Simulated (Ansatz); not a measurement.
## CH2SSe2, SMILES SC(=[Se])[SeH]: a rigid scan of one bond angle, step by step

With the Ansatz DFT code, driven from Python.

Run as a notebook:

In [1]:
```python
from dataclasses import dataclass

import ansatz as az
from ase import Atoms
```

In [2]:
```python
@dataclass
class RunConfig:
    basis: str = "def2-SVP"
    functional: str = "cam_b3lyp"
    force_tol: float = 0.02
```

In [3]:
```python
opts = RunConfig()
```

In [4]:
```python
atoms = Atoms(["S", "C", "Se", "Se", "H", "H"], positions=[
    (1.6488, -0.4096, -0.4395),
    (0.0044, -0.4658, 0.3569),
    (-0.9027, -2.1087, -0.1014),
    (-0.5143, 0.9871, 1.4728),
    (1.0454, 0.2525, -1.6006),
    (-1.2395, 1.6806, 0.2656),
])
```

In [5]:
```python
first = (
    az.Crystal.molecule_from_ase(atoms).calculation()
    .basis(gaussian=opts.basis)
    .functional(opts.functional)
    .relax(force_tolerance=opts.force_tol, max_steps=80)
)
atoms.positions = first.run(threads=1, pin="off").report["positions_ang"]

rows = []
for angle in [85, 95, 105, 115, 125, 140, 160]:
    bent = atoms.copy()
    bent.set_angle(1, 0, 4, angle, indices=[4])
    job = (
        az.Crystal.molecule_from_ase(bent).calculation()
        .basis(gaussian=opts.basis)
        .functional(opts.functional)
    )
    rows.append((angle, job.run(threads=1, pin="off").report["free_energy_ev"]))
floor = min(e for _, e in rows)
for angle, e in rows:
    print(f"angle C1-S0-H4 = {angle:3d} deg   {1000 * (e - floor):9.1f} meV")
```
```text
angle C1-S0-H4 =  85 deg       188.8 meV
angle C1-S0-H4 =  95 deg         0.0 meV
angle C1-S0-H4 = 105 deg         5.6 meV
angle C1-S0-H4 = 115 deg       180.6 meV
angle C1-S0-H4 = 125 deg       501.0 meV
angle C1-S0-H4 = 140 deg      1198.3 meV
angle C1-S0-H4 = 160 deg      2325.2 meV
```

Notes:
- The settings weren't tested for convergence.
- The scan is rigid, and the energies are electronic, in a modest basis. The zero is the lowest point of the grid, which needn't be the minimum.
- Wall time of the script: 82 s on 1 thread of Intel(R) Xeon(R) 6975P-C (Granite Rapids), on a shared host, peak memory 0.4 GiB.
